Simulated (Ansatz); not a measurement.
**BaSr3: densities and their differences**

Aim: see in BaSr3 how the density differs from that of free atoms, which states sit where, how the density follows a moved atom and how compression changes the bonding charge. The geometry is as listed and is not relaxed.

Computed with Ansatz 0.2.0 (DFT LDA, scalar-relativistic, plane waves, PAW, unless a step's input says otherwise).

**1. The system as given**

The structure is tetragonal, space group I4/mmm (No. 139). Conventional cell: a = 6.213 Å, b = 6.213 Å, c = 12.309 Å, α = 90.00°, β = 90.00°, γ = 90.00°. Ba (site symmetry 4/mmm) has 12 Sr at 4.37 to 4.39 Å as nearest neighbours. Sr (site symmetry -4m2) is surrounded by 4 Ba at 4.37 Å and 8 Sr at 4.37 to 4.39 Å. Sr (site symmetry 4/mmm) has 8 Sr at 4.37 Å and 4 Ba at 4.39 Å as nearest neighbours.

Structure file:

```xyz
4
Lattice="6.2132 0.0000 0.0000 0.0000 6.2132 0.0000 -3.1066 -3.1066 6.1547" Properties=species:S:1:pos:R:3 pbc="T T T"
Ba    0.0000    0.0000    0.0000
Sr    0.0000    3.1066    3.0773
Sr    3.1066    0.0000    3.0773
Sr    3.1066    3.1066    0.0000
```

The structure comes from the Materials Project (structure only).

**2. Ground state at the listed geometry**

The input, input.yaml:

```yaml
crystal:
  lattice:
    - [6.21318732, 0.0, 0.0]
    - [0.0, 6.21318732, 0.0]
    - [-3.10659366, -3.10659366, 6.15467349]
  atoms:
    - { symbol: Ba, position: [0.0, 0.0, 0.0] }
    - { symbol: Sr, position: [0.25, 0.75, 0.5] }
    - { symbol: Sr, position: [0.75, 0.25, 0.5] }
    - { symbol: Sr, position: [0.5, 0.5, 0.0] }
basis:
  ecutwfc: 420
  fft_grid_basis: typed
kpoints:
  mp_grid: { grid: [6, 6, 6] }
hamiltonian:
  xc: lda
  pseudopotentials: { kind: paw }
scf:
  occupations: { method: gaussian, width: 0.05 }
output:
  forces: true
  stress: true
  eigenvalues: true
  bader: true
  write_density: true
  volumetric_format: npy
  elf: true
```

Started as:

```sh
ansatz run input.yaml --threads 1 --pin off --max-ram 2560MiB --backend cpu --events-out ev --progress --plain --runs-dir out
```

**4. Energy-resolved densities and projections**

The windows are set from the levels of the base run, in eV from its Fermi level.

Changes to input.yaml since step 2:

```diff
@@ -20,9 +20,27 @@
   occupations: { method: gaussian, width: 0.05 }
+  n_extra_bands: 6
 output:
   forces: true
-  stress: true
+  stress: false
   eigenvalues: true
-  bader: true
-  write_density: true
+  bader: false
+  write_density: false
   volumetric_format: npy
-  elf: true
+  band_densities:
+    - { e_range: [-0.25, 0.25] }
+    - { e_range: [-1.2, 0.0] }
+    - { e_range: [-3.46, -2.29] }
+    - { e_range: [-2.29, -1.15] }
+    - { e_range: [-14.15, -14.08] }
+    - { e_range: [-18.75, -18.57] }
+  dos:
+    e_range: [-30, 8]
+    de: 0.02
+    method: { smearing: { sigma: 0.03, scheme: gaussian } }
+    projected: { site_lists: { Ba: [Ba], Sr: [Sr] } }
+checkpoint:
+  read: start.run
+  write: ck
+  compress: false
+  write_wavefunctions: false
+  write_every: 100000
```

**5. Moving Sr3 by 0.05 Å**

The shift is (0.000, 0.000, 0.050) Å; all periodic copies of the atom move with it.

Changes to input.yaml since step 2:

```diff
@@ -8,3 +8,3 @@
     - { symbol: Sr, position: [0.25, 0.75, 0.5] }
-    - { symbol: Sr, position: [0.75, 0.25, 0.5] }
+    - { symbol: Sr, position: [0.7540619539, 0.2540619539, 0.5081239078] }
     - { symbol: Sr, position: [0.5, 0.5, 0.0] }
@@ -27,2 +27 @@
   volumetric_format: npy
-  elf: true
```

**6. The cell at 90 % of its volume**

Fractional coordinates and the k mesh are kept.

Changes to input.yaml since step 2:

```diff
@@ -2,5 +2,5 @@
   lattice:
-    - [6.21318732, 0.0, 0.0]
-    - [0.0, 6.21318732, 0.0]
-    - [-3.10659366, -3.10659366, 6.15467349]
+    - [5.998766402, 0.0, 0.0]
+    - [0.0, 5.998766402, 0.0]
+    - [-2.999383201, -2.999383201, 5.9422719203]
   atoms:
```

(Steps that only read results are left out.)

What does the calculation give? Wanted: gap on the mesh; pressure; Bader charges; the states at the Fermi level; stiffness against the shift of Sr3; at 90 % volume.

As calculated:

| quantity | value |
| --- | --- |
| gap on the mesh | none (metal) |
| pressure | -1.6 GPa |
| Bader charges | Ba +0.11, Sr -0.05 to -0.00 e |
| the states at the Fermi level | Sr 5s (60 %) and Ba 6s (40 %) |
| stiffness against the shift of Sr3 | 1.2 eV/Å² |
| at 90 % volume | -0.6 GPa, gap none (metal), Bader Ba +0.02, Sr -0.02 to +0.02 e |
